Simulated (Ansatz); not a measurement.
# CH₄AlFOSi: one species, many methods

How much do the methods differ for CH₄AlFOSi? The plan is to run it at one geometry with functionals of several rungs and with coupled cluster, and see how far each lands from CCSD(T) at the basis-set limit for the atomisation energy.

Program: Ansatz 0.2.0, Gaussian basis. Level of theory: functionals in def2-TZVPP, the program's frozen cores in correlated methods. These are calculated values, not measurements.

Levels to be run: PBE-D4, r2SCAN-D4, PBE0-D4, B3LYP-D4, ωB97X-V, ωB97M-V, B2PLYP; CCSD(T)/def2-TZVPP; MP2/def2-QZVPP; extrapolation to the limit.

## (1) The geometry

An earlier PBE0-D4 in a triple-zeta def2 set relaxation fixed the geometry.

SMILES `[F][Al]1[CH2]O[SiH2]1`, 9 atoms, charge 0, spin multiplicity 1.

Atoms are counted from 1 here; the program's logs count them from 0.

Bond lengths: F1–Al2 1.648 Å, Al2–C3 1.992 Å, Al2–Si5 2.412 Å, C3–O4 1.443 Å, C3–H6 1.095 Å, C3–H7 1.095 Å, O4–Si5 1.676 Å, Si5–H8 1.490 Å, Si5–H9 1.491 Å. Angles: F1–Al2–C3 135.6°, F1–Al2–Si5 150.6°, C3–Al2–Si5 73.8°, Al2–C3–O4 94.4°, Al2–C3–H6 117.5°, Al2–C3–H7 117.4°, O4–C3–H6 109.5°, O4–C3–H7 109.5°, H6–C3–H7 107.5°, C3–O4–Si5 117.2°, Al2–Si5–O4 74.7°, Al2–Si5–H8 123.7°, Al2–Si5–H9 123.6°, O4–Si5–H8 111.2°, O4–Si5–H9 111.2°, H8–Si5–H9 106.7°.

## (2) PBE-D4 (GGA)

Contents of in.yaml:

```yaml
crystal:
  periodic: [false, false, false]
  atoms:
    - {symbol: F, position_ang: [-1.835329, -1.758114, -1.704073]}
    - {symbol: Al, position_ang: [-0.859434, -0.843445, -0.740677]}
    - {symbol: C, position_ang: [0.395766, 0.677227, -1.020885]}
    - {symbol: O, position_ang: [0.761848, 0.777046, 0.371465]}
    - {symbol: Si, position_ang: [0.039062, -0.301185, 1.431472]}
    - {symbol: H, position_ang: [1.291486, 0.488850, -1.621034]}
    - {symbol: H, position_ang: [-0.031448, 1.627847, -1.355279]}
    - {symbol: H, position_ang: [1.058729, -1.129770, 2.135212]}
    - {symbol: H, position_ang: [-0.732381, 0.415244, 2.486699]}
basis:
  gaussian: {orbitals: def2-TZVPP}
hamiltonian: {xc: pbe, dispersion: d4}
output: {forces: true, orbitals: {seedname: orbitals}}
```

Launch:

```sh
$ ansatz run in.yaml --threads 4 --pin off --events-out ev --progress --plain --max-ram 10444MiB
```

After this run come: r2SCAN-D4 (meta-GGA); PBE0-D4 (hybrid); B3LYP-D4 (hybrid); ωB97X-V (range-separated); ωB97M-V (range-separated); B2PLYP (double hybrid); CCSD(T) in def2-TZVPP; MP2 in def2-QZVPP.

**Question.** What will the summary of the whole plan be? Wanted: atomisation energy, CCSD(T)/CBS; farthest; mean size of error, hybrid; mean size of error, range-separated; gap, smallest and largest; T1 diagnostic; triples share of the correlation energy.

As calculated:

| quantity | value |
| --- | --- |
| atomisation energy, CCSD(T)/CBS | 33.714 eV |
| functionals within 0.169 eV (0.5 %) | r2SCAN-D4, ωB97X-V, ωB97M-V |
| farthest | B2PLYP (-0.533 eV) |
| mean size of error, hybrid | 0.318 eV |
| mean size of error, range-separated | 0.060 eV |
| gap, smallest and largest | 3.84 eV (PBE-D4), 9.88 eV (ωB97X-V) |
| T1 diagnostic | 0.0146 |
| triples share of the correlation energy | 3.6 % |

**Reading.** PBE-D4 misses by +0.417 eV. Double hybrids carry the basis error of their MP2 part in triple zeta, and no dispersion term here, so their miss is partly the set-up's. The reference freezes the cores and leaves out relativity and excitations past (T), so misses under about 0.169 eV can't be ranked. Hartree-Fock recovers 72 % of the binding; the rest is correlation. Orbital gaps span 3.8 to 9.9 eV; exact exchange widens them.
